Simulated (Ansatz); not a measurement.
# FH8NOSi2: the cost of one run

All numbers below are computed with Ansatz 0.2.0 (RKS B3LYP-D4/6-31G*).

### 1 The structure to begin with

Bond lengths: Si1–F2 1.940 Å, Si1–H3 1.460 Å, Si1–H4 1.459 Å, Si1–N5 1.819 Å, N5–H6 1.060 Å, N5–H7 1.060 Å, Si1–O8 1.980 Å, O8–Si9 1.680 Å, Si9–H10 1.460 Å, Si9–H11 1.460 Å, Si9–H12 1.460 Å. Angles (14 of 20 angles, heavy atoms first): F2–Si1–N5 109.5°, F2–Si1–O8 71.6°, N5–Si1–O8 70.0°, Si1–O8–Si9 125.0°, F2–Si1–H3 109.5°, F2–Si1–H4 109.5°, H3–Si1–N5 109.5°, H3–Si1–O8 178.9°, H4–Si1–N5 109.5°, H4–Si1–O8 70.0°, Si1–N5–H6 120.0°, Si1–N5–H7 120.0°, O8–Si9–H10 109.5°, O8–Si9–H11 109.5°.

Coordinates:

```xyz
13

Si    0.0000    0.0000    0.0000
F     0.0000    0.0000    1.9400
H     1.3768    0.0000   -0.4862
H    -0.6877    1.1914   -0.4862
N    -0.8572   -1.4851   -0.6061
H    -1.3922   -2.1014    0.0704
H    -0.8219   -1.7344   -1.6357
O    -1.8790    0.0000    0.6243
Si   -3.1189   -0.9102   -0.0514
H    -2.6180   -2.2382   -0.3935
H    -4.2110   -1.0354    0.9095
H    -3.6069   -0.2490   -1.2582
H    -1.1493    0.0000    1.6846
```

### 2 A restrained relaxation towards end A

Springs on the bonds that form and break draw the guess towards this end; the thresholds are loose.

File input.yaml:

```yaml
crystal:
  periodic: [false, false, false]
  atoms:
    - { symbol: Si, position_ang: [0.0, 0.0, 0.0] }
    - { symbol: F, position_ang: [0.0, 0.0, 1.94] }
    - { symbol: H, position_ang: [1.3768, 0.0, -0.4862] }
    - { symbol: H, position_ang: [-0.6877, 1.1914, -0.4862] }
    - { symbol: "N", position_ang: [-0.8572, -1.4851, -0.6061] }
    - { symbol: H, position_ang: [-1.3922, -2.1014, 0.0704] }
    - { symbol: H, position_ang: [-0.8219, -1.7344, -1.6357] }
    - { symbol: O, position_ang: [-1.879, 0.0, 0.6243] }
    - { symbol: Si, position_ang: [-3.1189, -0.9102, -0.0514] }
    - { symbol: H, position_ang: [-2.618, -2.2382, -0.3935] }
    - { symbol: H, position_ang: [-4.211, -1.0354, 0.9095] }
    - { symbol: H, position_ang: [-3.6069, -0.249, -1.2582] }
    - { symbol: H, position_ang: [-1.1493, 0.0, 1.6846] }
basis:
  gaussian: { orbitals: "6-31G*" }
hamiltonian:
  xc: b3lyp
  dispersion: d4
relax:
  f_tol: 0.15
  max_steps: 25
  restrain:
    - { distance: [0, 7], at: 2.88, k: 30.0 }
    - { distance: [12, 1], at: 2.12, k: 30.0 }
    - { distance: [0, 1], at: 1.59, k: 30.0 }
    - { distance: [12, 7], at: 1.01, k: 30.0 }
output:
  orbitals: {}
```

The run is started by

```
> ansatz run input.yaml --threads 2 --pin off --max-ram 3072MiB --backend cpu --events-out ev --progress --plain --runs-dir out
```

**Question.** How long does this run take on 2 threads of Arm Neoverse V1, shared host, and how much memory does it need?

About 2 min, with a peak of 0.23 GiB.
